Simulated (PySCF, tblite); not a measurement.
**C₈H₁₅P: geometry, infrared bands and NMR shifts**

What infrared bands and NMR shifts should C₈H₁₅P (`C=CP1(=C)CCCCC1`) show?

Computed with tblite 0.8.0 and PySCF 2.14.0, with density-fitted response routines of our own, on a single molecule in the gas phase. Atoms are numbered from 0 throughout.

## (1) The starting structure

24 atoms, charge 0, multiplicity 1; geometry from: force field or distance geometry start.

Bonds of the start (Å): C0–C1 1.33, C1–P2 1.80, P2–C3 1.65, P2–C4 1.77, C4–C5 1.49, C5–C6 1.48, C6–C7 1.49, C7–C8 1.51, C8–P2 1.80, C0–H9 1.09, C0–H10 1.08, C1–H11 1.10, C3–H12 1.08, C3–H13 1.10, C4–H14 1.11, C4–H15 1.12, C5–H16 1.12, C5–H17 1.12, C6–H18 1.13, C6–H19 1.13, C7–H20 1.10, C7–H21 1.12, C8–H22 1.08, C8–H23 1.11.

## (2) Geometry optimisation with GFN2-xTB

The job: settings as JSON, then the geometry in Å.

```
{"job": {"kind": "relax", "xc": "GFN2-xTB", "basis": "xTB"}, "charge": 0, "multiplicity": 1}
C     -2.778400     1.466900    -0.196900
C     -2.087800     0.635500     0.582700
P     -0.754600    -0.268600    -0.226600
C     -1.546700    -1.277000    -1.262700
C      0.255100    -1.249000     0.842800
C      1.645500    -0.757000     1.050900
C      2.159100     0.285600     0.139200
C      1.590200     0.317700    -1.237300
C      0.223500     0.955900    -1.122000
H     -2.456500     1.487100    -1.236300
H     -3.603000     2.060700     0.171300
H     -2.310600     0.510700     1.649400
H     -1.730400    -0.976400    -2.282800
H     -1.875200    -2.262500    -0.886800
H     -0.204500    -1.426900     1.832400
H      0.357300    -2.258300     0.358900
H      1.764900    -0.360500     2.095600
H      2.339300    -1.638500     0.990100
H      1.952000     1.283700     0.616300
H      3.283200     0.213800     0.068800
H      2.246100     0.874900    -1.916700
H      1.391700    -0.714100    -1.632200
H     -0.201500     1.260900    -2.071300
H      0.329600     1.855100    -0.485800
```

On the command line:

```bash
> OMP_NUM_THREADS=1 python probes_run.py task.json out
```

One launch serves the whole session: the jobs run in the order shown.

The log of the run:

```text
step      E/eV     max force
  0    -739.01966    2.911
  1    -739.42011    1.339
  2    -739.54258    1.175
  3    -739.69434    1.178
  4    -739.81577    1.109
  5    -739.89068    0.876
  6    -739.96009    0.675
  7    -740.01161    0.605
  8    -740.04542    0.529
  9    -740.07245    0.237
 10    -740.08151    0.232
 11    -740.09084    0.279
 12    -740.10183    0.271
 13    -740.11401    0.241
 14    -740.12353    0.207
 15    -740.13154    0.195
 16    -740.13933    0.233
 17    -740.14852    0.239
 18    -740.15806    0.196
 19    -740.16584    0.174
 20    -740.17132    0.157
 21    -740.17577    0.151
 22    -740.17979    0.126
 23    -740.18333    0.145
 24    -740.18667    0.152
 25    -740.19022    0.136
 26    -740.19386    0.148
 27    -740.19691    0.099
 28    -740.19928    0.111
 29    -740.20155    0.112
 30    -740.20417    0.149
 31    -740.20713    0.141
 32    -740.20996    0.099
 33    -740.21227    0.102
 34    -740.21430    0.122
 35    -740.21623    0.111
 36    -740.21779    0.081
 37    -740.21897    0.071
 38    -740.22009    0.076
 39    -740.22143    0.095
 40    -740.22309    0.096
 41    -740.22495    0.110
 42    -740.22693    0.091
 43    -740.22917    0.097
 44    -740.23167    0.097
 45    -740.23415    0.117
 46    -740.23648    0.115
 47    -740.23875    0.130
 48    -740.24094    0.120
 49    -740.24298    0.094
 50    -740.24478    0.119
 51    -740.24636    0.088
 52    -740.24785    0.105
 53    -740.24932    0.070
 54    -740.25082    0.082
 55    -740.25211    0.094
 56    -740.25392    0.122
 57    -740.25605    0.115
 58    -740.25840    0.096
 59    -740.26076    0.091
 60    -740.26309    0.128
 61    -740.26631    0.140
 62    -740.27020    0.134
 63    -740.27474    0.174
 64    -740.27856    0.157
 65    -740.28211    0.121
 66    -740.28466    0.121
 67    -740.28778    0.101
 68    -740.28981    0.105
 69    -740.29179    0.101
 70    -740.29354    0.069
 71    -740.29518    0.079
 72    -740.29658    0.097
 73    -740.29772    0.082
 74    -740.29899    0.099
 75    -740.30037    0.120
 76    -740.30185    0.083
 77    -740.30311    0.078
 78    -740.30494    0.085
 79    -740.30693    0.118
 80    -740.30900    0.108
 81    -740.31091    0.111
 82    -740.31276    0.079
 83    -740.31454    0.079
 84    -740.31609    0.096
 85    -740.31746    0.104
 86    -740.31914    0.125
 87    -740.32140    0.108
 88    -740.32365    0.092
 89    -740.32500    0.093
 90    -740.32601    0.090
 91    -740.32724    0.108
 92    -740.32892    0.100
 93    -740.33061    0.085
 94    -740.33202    0.091
 95    -740.33340    0.114
 96    -740.33488    0.106
 97    -740.33668    0.073
 98    -740.33833    0.089
 99    -740.33978    0.108
100    -740.34210    0.131
101    -740.34515    0.166
102    -740.34946    0.206
103    -740.35511    0.216
104    -740.36174    0.161
105    -740.36759    0.170
106    -740.36549    0.355
107    -740.37664    0.210
108    -740.38123    0.162
109    -740.39256    0.248
110    -740.39895    0.290
111    -740.40492    0.162
112    -740.41046    0.157
113    -740.41567    0.164
114    -740.42254    0.160
115    -740.43095    0.228
116    -740.43278    0.270
117    -740.44190    0.244
118    -740.44751    0.214
119    -740.45444    0.144
120    -740.46150    0.203
121    -740.46707    0.185
122    -740.47156    0.270
123    -740.47699    0.143
124    -740.48266    0.187
125    -740.48878    0.197
126    -740.49453    0.203
127    -740.50250    0.209
128    -740.50794    0.232
129    -740.51377    0.236
130    -740.51546    0.263
131    -740.52251    0.138
132    -740.52527    0.102
133    -740.53024    0.123
134    -740.53280    0.106
135    -740.53605    0.105
136    -740.53722    0.075
137    -740.53808    0.065
138    -740.53880    0.056
139    -740.53947    0.058
140    -740.54002    0.060
141    -740.54066    0.056
142    -740.54109    0.073
143    -740.54144    0.042
144    -740.54171    0.054
145    -740.54194    0.040
146    -740.54221    0.036
147    -740.54249    0.037
148    -740.54275    0.031
149    -740.54297    0.031
150    -740.54317    0.033
151    -740.54339    0.036
152    -740.54366    0.042
153    -740.54402    0.053
154    -740.54445    0.071
155    -740.54502    0.075
156    -740.54584    0.059
157    -740.54704    0.081
158    -740.54862    0.120
159    -740.55064    0.121
160    -740.55297    0.155
161    -740.55480    0.111
162    -740.54938    0.441
163    -740.55797    0.085
164    -740.55966    0.077
165    -740.56235    0.343
166    -740.56575    0.083
167    -740.56776    0.086
168    -740.56896    0.326
169    -740.57225    0.065
170    -740.57342    0.057
171    -740.57542    0.148
172    -740.57648    0.060
173    -740.57746    0.055
174    -740.57879    0.055
175    -740.57956    0.067
176    -740.58023    0.069
177    -740.58106    0.073
178    -740.58190    0.070
179    -740.58278    0.065
180    -740.58345    0.054
181    -740.58400    0.052
182    -740.58455    0.044
183    -740.58534    0.043
184    -740.58575    0.041
185    -740.58612    0.037
186    -740.58634    0.035
187    -740.58655    0.030
188    -740.58673    0.029
189    -740.58686    0.027
190    -740.58697    0.020
191    -740.58706    0.016
192    -740.58714    0.014
193    -740.58720    0.013
194    -740.58725    0.014
195    -740.58731    0.015
196    -740.58736    0.015
197    -740.58740    0.014
198    -740.58745    0.012
199    -740.58749    0.011
200    -740.58752    0.010
201    -740.58754    0.007
```

Run time: 1.6 s. Hardware: 1 thread of Arm Neoverse V2, shared host; peak memory 0.18 GiB.

Relaxation path: (not every step is listed)

```tsv
step	energy from step 0 (eV)	largest force (eV/Å)
0	0.0000	2.9112
1	-0.4004	1.3390
2	-0.5229	1.1752
3	-0.6747	1.1781
4	-0.7961	1.1092
5	-0.8710	0.8764
6	-0.9404	0.6752
7	-0.9919	0.6049
8	-1.0258	0.5294
26	-1.1742	0.1481
44	-1.2120	0.0971
62	-1.2505	0.1340
80	-1.2893	0.1085
98	-1.3187	0.0894
116	-1.4131	0.2697
134	-1.5131	0.1056
152	-1.5240	0.0422
170	-1.5538	0.0568
188	-1.5671	0.0295
196	-1.5677	0.0152
197	-1.5677	0.0140
198	-1.5678	0.0120
199	-1.5678	0.0110
200	-1.5679	0.0100
201	-1.5679	0.0072
```

Close pairs (by a distance rule), those that changed most:

```tsv
bond	before (Å)	after (Å)	change (Å)
P2–C3	1.649	1.709	+0.060
P2–C4	1.768	1.828	+0.060
C5–C6	1.477	1.527	+0.050
C6–C7	1.490	1.527	+0.037
C6–H19	1.129	1.092	-0.036
C4–C5	1.489	1.524	+0.035
C5–H17	1.123	1.092	-0.032
C6–H18	1.125	1.094	-0.031
```

The end geometry stands in the next job.

## (3) Infrared spectrum with GFN2-xTB

The job: settings as JSON, then the geometry in Å.

```
{"job": {"kind": "ir", "xc": "GFN2-xTB", "basis": "xTB"}, "charge": 0, "multiplicity": 1}
C     -2.874590     1.582621    -0.134613
C     -2.281882     0.520558     0.396815
P     -0.820833    -0.336681    -0.302153
C     -0.837729    -1.685973    -1.350706
C      0.141053    -0.740807     1.198269
C      1.573904    -1.062625     0.789659
C      2.255089     0.128274     0.119600
C      1.609522     0.481758    -1.218261
C      0.182894     0.994097    -1.050578
H     -2.414098     2.150937    -0.926277
H     -3.824879     1.947056     0.222251
H     -2.783195    -0.056442     1.170162
H     -1.353751    -1.443236    -2.279804
H     -1.299485    -2.546384    -0.866358
H      0.105179     0.111963     1.883204
H     -0.321331    -1.601214     1.690310
H      2.145952    -1.361262     1.672454
H      1.557610    -1.902553     0.092214
H      2.217012     0.994426     0.786910
H      3.306447    -0.115263    -0.049296
H      2.211333     1.242106    -1.723714
H      1.587008    -0.410017    -1.848185
H     -0.243423     1.250597    -2.024125
H      0.150458     1.877829    -0.406754
```

The log of the run:

```text
mode    cm-1     km/mol
  1      79.3      0.27
  2     113.3      1.00
  3     136.6      0.03
  4     178.9      3.01
  5     192.2      7.29
  6     233.2      1.82
  7     256.6      0.05
  8     297.7      2.90
  9     317.8     13.03
 10     346.1      2.81
 11     373.1     13.89
 12     391.7      1.53
 13     492.8      1.11
 14     526.2     55.91
 15     630.8     21.85
 16     708.8     22.17
 17     714.0     22.79
 18     758.8     41.64
 19     765.8     72.19
 20     813.3     17.62
 21     869.6      0.53
 22     879.8      6.07
 23     880.9     10.60
 24     922.4     27.14
 25     924.6      6.49
 26     966.4     62.53
 27     977.5     11.93
 28     982.5      2.96
 29     997.0     11.84
 30    1020.7     52.20
 31    1043.9      1.11
 32    1076.0      3.69
 33    1128.4      0.23
 34    1145.9      0.20
 35    1175.1     14.14
 36    1211.9      3.78
 37    1232.2      3.32
 38    1236.2      0.44
 39    1268.1      0.43
 40    1278.8      0.28
 41    1338.8      0.25
 42    1349.5      1.21
 43    1354.7      0.74
 44    1394.4      0.93
 45    1399.1      0.04
 46    1424.3      0.07
 47    1430.0      2.12
 48    1463.0      2.45
 49    1474.7      4.61
 50    1492.6      0.94
 51    1629.2     17.18
 52    2929.3      5.58
 53    2936.6     18.70
 54    2941.1     11.61
 55    2943.6     12.99
 56    2946.1     61.13
 57    2950.9     29.72
 58    2956.2     58.91
 59    2956.9     43.84
 60    2959.9     86.43
 61    2980.2     73.11
 62    2982.6     26.47
 63    2984.2     31.08
 64    2988.3     48.45
 65    3083.6     20.40
 66    3108.7     35.88
```

Run time: 0.98 s. Hardware: 1 thread of Arm Neoverse V2, shared host; peak memory 0.18 GiB.

The strongest bands and the atoms that carry them (share of the mass-weighted mode):

```tsv
cm⁻¹	km/mol	atoms
526	55.9	C1 36 %, H10 22 %, H9 14 %
766	72.2	H12 33 %, C3 22 %, H13 15 %
966	62.5	C3 33 %, P2 23 %
1021	52.2	H23 16 %, H14 14 %, P2 14 %
2946	61.1	H13 46 %, H12 43 %
2956	58.9	H20 48 %, H16 34 %
2960	86.4	H12 44 %, H13 42 %
2980	73.1	H19 75 %, H18 10 %
```

## (4) Nuclear shieldings: PBE0/pcSseg-1

Settings changed since step 3:

```diff
@@ -1,2 +1,2 @@
-{"job": {"kind": "ir", "xc": "GFN2-xTB", "basis": "xTB"}, "charge": 0, "multiplicity": 1}
+{"job": {"kind": "nmr", "xc": "PBE0", "basis": "pcSseg-1"}, "charge": 0, "multiplicity": 1}
 C     -2.874590     1.582621    -0.134613
```

Level: GIAO PBE0/pcSseg-1 NMR shielding, non-relativistic, gas phase.

The log of the run:

```text
coarse grid: 19616 points
cycle   1  E = -654.4325358649  dE =  1.164e+00  |g| = 6.114e-01  |ddm| = 4.401e+00
cycle   2  E = -654.3377241022  dE =  9.481e-02  |g| = 8.207e-01  |ddm| = 1.904e+00
cycle   3  E = -654.5258817574  dE = -1.882e-01  |g| = 1.698e-01  |ddm| = 1.447e+00
cycle   4  E = -654.5342439266  dE = -8.362e-03  |g| = 3.111e-02  |ddm| = 2.740e-01
cycle   5  E = -654.5344409258  dE = -1.970e-04  |g| = 1.467e-02  |ddm| = 4.100e-02
cycle   6  E = -654.5344891169  dE = -4.819e-05  |g| = 4.742e-03  |ddm| = 1.828e-02
cycle   7  E = -654.5344948328  dE = -5.716e-06  |g| = 1.187e-03  |ddm| = 5.271e-03
final grid: 182176 points
cycle   8  E = -654.5918509517  dE = -5.462e-05  |g| = 1.092e-02  |ddm| = 5.156e-02
cycle   9  E = -654.5918362662  dE =  1.469e-05  |g| = 1.342e-02  |ddm| = 2.135e-02
cycle  10  E = -654.5918807739  dE = -4.451e-05  |g| = 1.676e-03  |ddm| = 1.328e-02
cycle  11  E = -654.5918814983  dE = -7.243e-07  |g| = 3.916e-04  |ddm| = 2.282e-03
cycle  12  E = -654.5918815337  dE = -3.545e-08  |g| = 1.329e-04  |ddm| = 5.839e-04
cycle  13  E = -654.5918815380  dE = -4.321e-09  |g| = 3.415e-05  |ddm| = 1.757e-04
cycle  14  E = -654.5918815383  dE = -3.101e-10  |g| = 4.975e-06  |ddm| = 5.553e-05
converged SCF energy = -654.5918815383

GIAO shielding tensors (ppm)
atom      isotropic    diamagn.    paramagn.     s11        s22        s33       span
  0 C       58.377     253.916    -195.540    -57.133     59.005    173.258    230.390
  1 C       33.609     266.127    -232.518    -84.660     39.978    145.509    230.169
  2 P      325.208     966.242    -641.033    219.710    333.493    422.422    202.712
  3 C      190.697     252.233     -61.536    172.238    189.578    210.274     38.036
  4 C      157.424     255.268     -97.843    143.878    161.034    167.360     23.482
  5 C      162.546     247.262     -84.716    156.286    160.233    171.118     14.832
  6 C      153.756     247.822     -94.065    150.057    154.456    156.757      6.700
  7 C      161.580     246.978     -85.398    155.408    159.934    169.399     13.990
  8 C      160.690     256.325     -95.635    144.657    163.790    173.622     28.965
  9 H       26.080      32.518      -6.437     21.990     24.561     31.688      9.698
 10 H       25.766      27.768      -2.002     23.055     24.836     29.407      6.351
 11 H       25.340      32.207      -6.868     21.832     25.190     28.997      7.164
 12 H       32.342      30.900       1.442     26.670     29.974     40.382     13.712
 13 H       31.924      31.024       0.901     26.584     29.719     39.469     12.885
 14 H       30.318      33.507      -3.189     26.808     28.528     35.617      8.809
 15 H       29.724      32.387      -2.663     25.448     27.924     35.799     10.350
 16 H       30.033      29.667       0.366     24.095     28.170     37.832     13.737
 17 H       28.765      30.704      -1.939     24.687     28.581     33.028      8.341
 18 H       30.615      31.132      -0.517     27.088     28.677     36.082      8.994
 19 H       29.811      28.855       0.956     24.560     27.809     37.063     12.503
 20 H       29.903      29.679       0.225     23.980     28.192     37.538     13.558
 21 H       28.754      30.671      -1.917     24.747     28.329     33.187      8.441
 22 H       29.587      32.900      -3.314     25.135     27.996     35.629     10.493
 23 H       30.211      34.265      -4.054     26.241     28.815     35.577      9.336
```

It took 62 s on 1 thread of Arm Neoverse V2, shared host; peak memory 1.1 GiB.

The references, computed at this level on geometries of the same kind, shield at (ppm): ¹H TMS 31.72, ¹³C TMS 186.9, ³¹P H3PO4 318.4. Their shielding less the atom's gives the shift. The references are single molecules in the gas phase, so shifts against H2O, NH3, PH3, H3PO4 or CFCl3 are not on the usual liquid scales and can be off by tens of ppm. Atoms listed in one row are averaged.

```tsv
atoms	environment	σ (ppm)	δ (ppm)	δ scaled to CDCl3
C1	alkene CH	33.6	153.3	147.7
C0	terminal =CH2 carbon	58.4	128.5	123.5
C6	sp3 CH2 in a ring	153.8	33.2	30.5
C4, C8	sp3 CH2 bonded to P	159.1	27.9	25.3
C5, C7	sp3 CH2 in a ring	162.1	24.9	22.4
C3	carbon double-bonded to a heavier main-group atom	190.7	-3.8	-5.6
H11	hydrogen on an alkene CH	25.34	6.38	6.12
H10	hydrogen on a terminal =CH2 carbon	25.77	5.95	5.72
H9	hydrogen on a terminal =CH2 carbon	26.08	5.64	5.42
H17, H21	hydrogen on an sp3 CH2 in a ring	28.76	2.96	2.89
H15, H22	hydrogen on an sp3 CH2 bonded to P	29.66	2.06	2.05
H19	hydrogen on an sp3 CH2 in a ring	29.81	1.91	1.90
H16, H20	hydrogen on an sp3 CH2 in a ring	29.97	1.75	1.75
H14, H23	hydrogen on an sp3 CH2 bonded to P	30.26	1.45	1.47
H18	hydrogen on an sp3 CH2 in a ring	30.62	1.10	1.14
H12, H13	hydrogen on a carbon double-bonded to a heavier main-group atom	32.13	-0.42	-0.29
P2	phosphorus bonded to 4 C, in a 6-membered ring	325.2	-6.8	–
```

The scaled column applies a straight-line fit of computed shieldings to shifts measured in CDCl3 (root-mean-square error 0.16 ppm for H, 1.9 ppm for C).

The run also stored atomic charges by several schemes (e):

```tsv
atoms	Mulliken	IAO	Hirshfeld	ESP fit
C0	-0.13	-0.29	-0.09	-0.24
C1	-0.40	-0.41	-0.10	-0.46
P2	0.45	1.19	0.37	0.73
C3	-0.49	-0.93	-0.32	-0.96
C4, C8	-0.38	-0.47	-0.11	-0.29
C5, C7	-0.21	-0.25	-0.07	0.08
C6	-0.21	-0.26	-0.07	-0.15
```

Mayer bond orders: C0–C1 1.96, C1–P2 0.82, P2–C3 1.57, P2–C4 0.96, C4–C5 1.03, C5–C6 1.04, C6–C7 1.04, C7–C8 1.03, C8–P2 0.96.

Ring of atoms P2, C4, C5, C6, C7, C8: NICS(0) -2.1, NICS(1) -1.8, NICS(1)zz 4.1 ppm (means of both faces).

The fields below are evaluated on a grid from the run's orbitals.

Frontier orbitals at PBE0/pcSseg-1, with the share of their density that lies nearest to each atom:

```tsv
orbital	energy (eV)	lies on
HOMO	-5.09	C3 56 %; P2 9 %; H12, H13 about 8 % each
LUMO	-0.53	C0, C1 about 28 % each; H9, H10, H11 about 8 % each; C3 6 %
```

ELF in a plane through or near 9 of the atoms.

Values, 10 rows by 14 columns:
```
0.00 0.00 0.00 0.00 0.00 0.00 0.00 0.00 0.00 0.00 0.00 0.00 0.00 0.00
0.00 0.00 0.00 0.00 0.00 0.00 0.00 0.00 0.00 0.00 0.00 0.00 0.00 0.00
0.00 0.00 0.00 0.00 0.08 0.83 0.03 0.15 0.04 0.01 0.22 0.00 0.00 0.00
0.00 0.00 0.00 0.27 0.05 0.23 0.19 0.97 0.41 0.83 0.99 0.04 0.00 0.00
0.00 0.00 0.08 1.00 0.85 0.43 0.11 0.60 0.07 0.38 0.20 0.93 0.39 0.00
0.00 0.00 0.00 0.48 0.51 0.91 0.12 0.44 0.71 0.32 0.63 0.92 0.33 0.00
0.00 0.00 0.00 0.20 0.97 0.46 0.44 0.59 0.09 0.98 0.88 0.00 0.00 0.00
0.00 0.00 0.00 0.16 0.91 0.19 0.89 0.99 0.01 0.87 0.75 0.00 0.00 0.00
0.00 0.00 0.00 0.00 0.00 0.00 0.59 0.85 0.00 0.00 0.00 0.00 0.00 0.00
0.00 0.00 0.00 0.00 0.00 0.00 0.00 0.00 0.00 0.00 0.00 0.00 0.00 0.00
```
The map spans 13.6 Å across and 10.0 Å up, centred on the molecule. Atoms in the plane (x, y in Å): C0 (3.2, 0.5), C1 (2.3, -0.5), C4 (-0.4, -1.3), C5 (-1.8, -1.0), C6 (-2.2, 0.5), H9 (2.9, 1.5), H11 (2.6, -1.5), H15 (-0.2, -2.4), H19 (-3.2, 0.6).

log10 of the density (e/Å³) in the same plane.

Values, 10 rows by 14 columns:
```
-4.0 -4.0 -4.0 -4.0 -4.0 -4.0 -4.0 -4.0 -4.0 -4.0 -4.0 -4.0 -4.0 -4.0
-4.0 -4.0 -4.0 -4.0 -3.5 -3.0 -3.3 -3.4 -3.7 -4.0 -4.0 -4.0 -4.0 -4.0
-4.0 -4.0 -4.0 -3.4 -2.1 -1.3 -1.7 -1.5 -2.0 -2.4 -2.2 -3.1 -4.0 -4.0
-4.0 -4.0 -3.2 -1.9 -1.3 -0.7 -0.7  0.1 -1.0 -0.9 -0.4 -1.8 -3.0 -4.0
-4.0 -4.0 -2.5 -0.6  0.2  0.2 -0.8 -0.3 -1.0 -0.4  0.5 -0.4 -2.0 -3.9
-4.0 -4.0 -2.9 -1.3 -0.3  0.1 -0.7 -0.5 -0.3  0.8  0.0 -0.6 -2.1 -3.9
-4.0 -4.0 -3.6 -1.8  0.0  0.2  0.3  0.0 -0.9  0.1 -0.7 -2.3 -3.5 -4.0
-4.0 -4.0 -3.9 -2.2 -1.1 -1.1 -0.4 -0.2 -1.8 -1.3 -1.7 -3.2 -4.0 -4.0
-4.0 -4.0 -4.0 -3.6 -2.9 -2.7 -1.7 -1.6 -2.8 -3.2 -3.5 -4.0 -4.0 -4.0
-4.0 -4.0 -4.0 -4.0 -4.0 -4.0 -3.6 -3.6 -4.0 -4.0 -4.0 -4.0 -4.0 -4.0
```
The map spans 13.6 Å across and 10.0 Å up, centred on the molecule. Atoms in the plane (x, y in Å): C0 (3.2, 0.5), C1 (2.3, -0.5), C4 (-0.4, -1.3), C5 (-1.8, -1.0), C6 (-2.2, 0.5), H9 (2.9, 1.5), H11 (2.6, -1.5), H15 (-0.2, -2.4), H19 (-3.2, 0.6).

On the surface of density 0.002 e/bohr³ the electrostatic potential runs, from the 1st to the 99th percentile, from -1.82 V near C3 to 0.89 V near H9.

## (5) Summary of results

| quantity | value |
| --- | --- |
| strongest single infrared mode (GFN2-xTB) | 2960 cm⁻¹, 86 km/mol |
| zero-point energy (GFN2-xTB) | 128.6 kcal/mol |
| ¹³C shifts against TMS (PBE0/pcSseg-1, means over atoms taken as alike) | 153.3, 128.5, 33.2, 27.9, 24.9, -3.8 ppm |
| ¹H shifts against TMS (PBE0/pcSseg-1, means over atoms taken as alike) | 6.38, 5.95, 5.64, 2.96, 2.06, 1.91, 1.75, 1.45, 1.10, -0.42 ppm |
| ³¹P shifts against H3PO4 (PBE0/pcSseg-1) | -6.8 ppm |
| surface potential, 1st and 99th percentile | -1.82 V and 0.89 V |

**Reading.** Over 201 steps the energy fell by 1.568 eV; of the close pairs, P2–C3 changed most, 1.649 to 1.709 Å. All 66 modes are real, so the xTB geometry is a minimum. GFN2-xTB is a fitted tight-binding method: band positions and strengths are rough. Its intensities can rank the bands wrongly. C1 (alkene CH) lies farthest downfield among carbon, at 153.3 ppm; as expected for a trigonal carbon in a double bond. The most deshielded hydrogen is H11 (hydrogen on an alkene CH), at 6.38 ppm: olefinic region. At PBE0/pcSseg-1, counted by nearest atom on the grid, the HOMO lies on C3 56 %; P2 9 %, the LUMO on C0, C1 about 28 % each; H9, H10, H11 about 8 % each.
